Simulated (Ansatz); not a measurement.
**C2H7O2Y: small, medium and large basis sets**

One table from this session's results is given with a row withheld; the runs are named, their logs left out.

Computed with Ansatz 0.2.0, Gaussian basis. Level: one geometry, several basis sets.

The runs, in order: PBE0-D4/def2-SVP; ωB97M-V/def2-SVP; PBE0-D4/def2-QZVPP; ωB97M-V/def2-QZVPP; the functionals' def2-TZVPP values are taken from earlier runs.

2 further runs of the same task are left out: 2 for a known fault of the program.

### The geometry

All runs share one geometry, relaxed beforehand with PBE0-D4 in a triple-zeta def2 set. Y takes the def2 core potential; no spin-orbit term is included.

SMILES `C[O][Y]([CH3])[OH]`, 12 atoms, charge 0, spin multiplicity 1.

Atoms are counted from 1 here; the program's logs count them from 0.

Bond lengths: C1–O2 1.386 Å, C1–H6 1.098 Å, C1–H7 1.098 Å, C1–H8 1.098 Å, O2–Y3 2.018 Å, Y3–C4 2.379 Å, Y3–O5 2.022 Å, C4–H9 1.100 Å, C4–H10 1.098 Å, C4–H11 1.098 Å, O5–H12 0.952 Å. Angles: O2–C1–H6 111.6°, O2–C1–H7 111.3°, O2–C1–H8 111.2°, H6–C1–H7 107.6°, H6–C1–H8 107.6°, H7–C1–H8 107.3°, C1–O2–Y3 173.6°, O2–Y3–C4 114.8°, O2–Y3–O5 124.5°, C4–Y3–O5 116.0°, Y3–C4–H9 110.9°, Y3–C4–H10 113.7°, Y3–C4–H11 113.6°, H9–C4–H10 105.6°, H9–C4–H11 105.6°, H10–C4–H11 106.8°, Y3–O5–H12 172.0°.

Coordinates:

| atom | x (Å) | y (Å) | z (Å) |
| --- | --- | --- | --- |
| C1 | -1.9752 | 1.6767 | 0.6119 |
| O2 | -0.9980 | 0.8640 | 0.0602 |
| Y3 | 0.5579 | -0.1373 | -0.7453 |
| C4 | 1.0047 | -2.2533 | 0.2467 |
| O5 | 2.1051 | 0.7345 | -1.7114 |
| H6 | -1.9377 | 2.6934 | 0.1980 |
| H7 | -1.8583 | 1.7568 | 1.7004 |
| H8 | -2.9791 | 1.2764 | 0.4192 |
| H9 | 1.5270 | -2.1344 | 1.2073 |
| H10 | 1.6508 | -2.8988 | -0.3630 |
| H11 | 0.0997 | -2.8330 | 0.4733 |
| H12 | 2.8031 | 1.2550 | -2.0974 |

The first run:

in.yaml

```yaml
crystal:
  periodic: [false, false, false]
  atoms:
    - {symbol: C, position_ang: [-1.975213, 1.676728, 0.611950]}
    - {symbol: O, position_ang: [-0.997969, 0.864002, 0.060217]}
    - {symbol: Y, position_ang: [0.557899, -0.137262, -0.745349]}
    - {symbol: C, position_ang: [1.004652, -2.253286, 0.246714]}
    - {symbol: O, position_ang: [2.105116, 0.734464, -1.711420]}
    - {symbol: H, position_ang: [-1.937687, 2.693357, 0.197986]}
    - {symbol: H, position_ang: [-1.858296, 1.756758, 1.700408]}
    - {symbol: H, position_ang: [-2.979128, 1.276378, 0.419222]}
    - {symbol: H, position_ang: [1.526974, -2.134402, 1.207337]}
    - {symbol: H, position_ang: [1.650768, -2.898806, -0.362998]}
    - {symbol: H, position_ang: [0.099733, -2.832958, 0.473324]}
    - {symbol: H, position_ang: [2.803131, 1.255007, -2.097379]}
basis:
  gaussian: {orbitals: def2-SVP}
hamiltonian: {xc: pbe0, dispersion: d4}
output: {orbitals: {seedname: orbitals}}
```

Command:

```
> ansatz run in.yaml --threads 4 --pin off --events-out ev --progress --plain --max-ram 10444MiB
```

Among the steps run: PBE0-D4 in def2-SVP; ωB97M-V in def2-SVP; PBE0-D4 in def2-QZVPP; ωB97M-V in def2-QZVPP.

One of the session's tables, all rows but one given; the rest of the session is left out.

It belongs to the step «Functionals by basis». 

| functional | basis | HOMO (eV) | LUMO (eV) |
| --- | --- | --- | --- |
| PBE0-D4 | def2-SVP | ? | ? |
| PBE0-D4 | def2-TZVPP | -6.21 | -1.51 |
| PBE0-D4 | def2-QZVPP | -6.23 | -1.52 |
| ωB97M-V | def2-SVP | -8.31 | -0.22 |
| ωB97M-V | def2-TZVPP | -8.49 | -0.36 |
| ωB97M-V | def2-QZVPP | -8.51 | -0.43 |

Estimate the missing values for PBE0-D4, def2-SVP.

The run gave: HOMO (eV): -6.04; LUMO (eV): -1.43. In the column «HOMO (eV)» it is the highest.
